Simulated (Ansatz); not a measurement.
# Cs (fcc type): a single-point run

The task is a single-point run on Cs (fcc type).

Computed with Ansatz 0.2.0 (DFT, LDA, all-electron LAPW, scalar-relativistic, unless a step's input says otherwise).

## Step 1: The structure to begin with

The structure is cubic, space group Fm-3m (No. 225). Conventional cell: a = 6.295 Å, b = 6.295 Å, c = 6.295 Å, α = 90.00°, β = 90.00°, γ = 90.00°. Around Cs (site symmetry m-3m) lie 12 Cs at 4.45 Å.

As a file:

```cif
data_structure
_symmetry_space_group_name_H-M 'P 1'
_symmetry_Int_Tables_number 1
_cell_length_a 4.4515
_cell_length_b 4.4515
_cell_length_c 4.4515
_cell_angle_alpha 60.000
_cell_angle_beta 60.000
_cell_angle_gamma 60.000
_cell_volume 62.37
loop_
_atom_site_label
_atom_site_type_symbol
_atom_site_fract_x
_atom_site_fract_y
_atom_site_fract_z
_atom_site_occupancy
Cs1 Cs 0.00000 0.00000 0.00000 1
```

## Step 2: The run

The input, input.yaml:

```yaml
crystal:
  lattice:
    - [0.0, 3.1476626652, 3.1476626652]
    - [3.1476626652, 0.0, 3.1476626652]
    - [3.1476626652, 3.1476626652, 0.0]
  atoms:
    - { symbol: Cs, position: [0.0, 0.0, 0.0] }
kpoints:
  mp_grid: { grid: [1, 1, 1] }
scf:
  occupations: { method: fermi_dirac, width: 0.1 }
  max_iter: 100
hamiltonian:
  xc: lda
  pseudopotentials: { kind: all_electron, lapw: { basis_error: 0.001 } }
output:
  forces: true
  stress: true
  eigenvalues: true
  populations: true
```

On the command line:

```console
> ansatz run input.yaml --threads 1 --pin off --max-ram 2048MiB --backend cpu --events-out ev --progress --plain --runs-dir out
```

**Question.** How will this run end, and is anything wrong with its input?

The run converged and reported no error. It gives a pressure of 15 GPa, which is large; a structure far from rest gives such values too, whatever the setting.

Look at the input: kpoints.mp_grid.grid is [1, 1, 1]. Band dispersion is ignored when only one k-point is used.

Run again and compare: set kpoints.mp_grid.grid to [10, 10, 10].
